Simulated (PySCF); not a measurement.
**MgSO₂ (+2), an ion with solvent molecules: interaction energy**

The task here is to estimate one member of a computed series from the others.

Programs: PySCF 2.14.0. All values are calculated, for the isolated system unless a continuum is named. Atoms count from 0, parts from 1.

### The system as given

4 atoms, charge 2, multiplicity 1; geometry: GFN2-xTB. Parts: 1 = atom 0, `[Mg+2]`, charge 2; 2 = atoms 1–3, `O=S=O`, charge 0.

Set-up of the first run:

The job: settings as JSON, then the geometry in Å.

```
{"job": {"xc": "PBE0", "basis": "def2-SVPD", "d3": "d3bj", "grid": 2, "kind": "geom", "shake": 0.01}, "charge": 2, "multiplicity": 1, "parts": [{"atoms": "0-0", "charge": 2, "multiplicity": 1}, {"atoms": "1-3", "charge": 0, "multiplicity": 1}]}
Mg    -0.109410     0.285613     0.311959
O     -1.169842     0.701000     3.929686
S     -1.811969     1.403215     2.905379
O     -1.191541     1.110973     1.481975
```

Started as:

```bash
OMP_NUM_THREADS=1 python cluster_run.py task.json out
```

The driver reads the jobs from task.json and runs them one after another.

Steps of the session up to this table: Geometry optimisation at PBE0-D3(BJ)/def2-SVPD; Coupled-cluster interaction energy: CCSD(T) and MP2.

One table of the session follows, with a row left open; its other results are not shown here.

It belongs to the step «Coupled-cluster interaction energy: CCSD(T) and MP2». 

```
                 method  interaction energy (kcal/mol)
         HF/aug-cc-pVDZ                         -90.47
        MP2/aug-cc-pVDZ                         -80.55
       CCSD/aug-cc-pVDZ                         -85.00
    CCSD(T)/aug-cc-pVDZ                         -82.96
         HF/aug-cc-pVTZ                         -93.11
        MP2/aug-cc-pVTZ                         -82.98
    SCS-MP2/aug-cc-pVTZ                              ?
      MP2, extrapolated                         -82.89
CCSD(T), limit estimate                         -85.30
```

**Question.** Estimate the row for SCS-MP2/aug-cc-pVTZ.

The run gave: interaction energy (kcal/mol): -84.17. In the column «interaction energy (kcal/mol)» it lies between CCSD/aug-cc-pVDZ (-85.00) and MP2/aug-cc-pVTZ (-82.98).

In this run the core of Mg (2s2p) is correlated, in a basis without core functions; only the other cores are frozen.

To keep in mind: The interaction energy leaves out the deformation of the parts, 4.85 kcal/mol (MP2); added to the CCSD(T) estimate it gives a binding of about -80.45 kcal/mol.
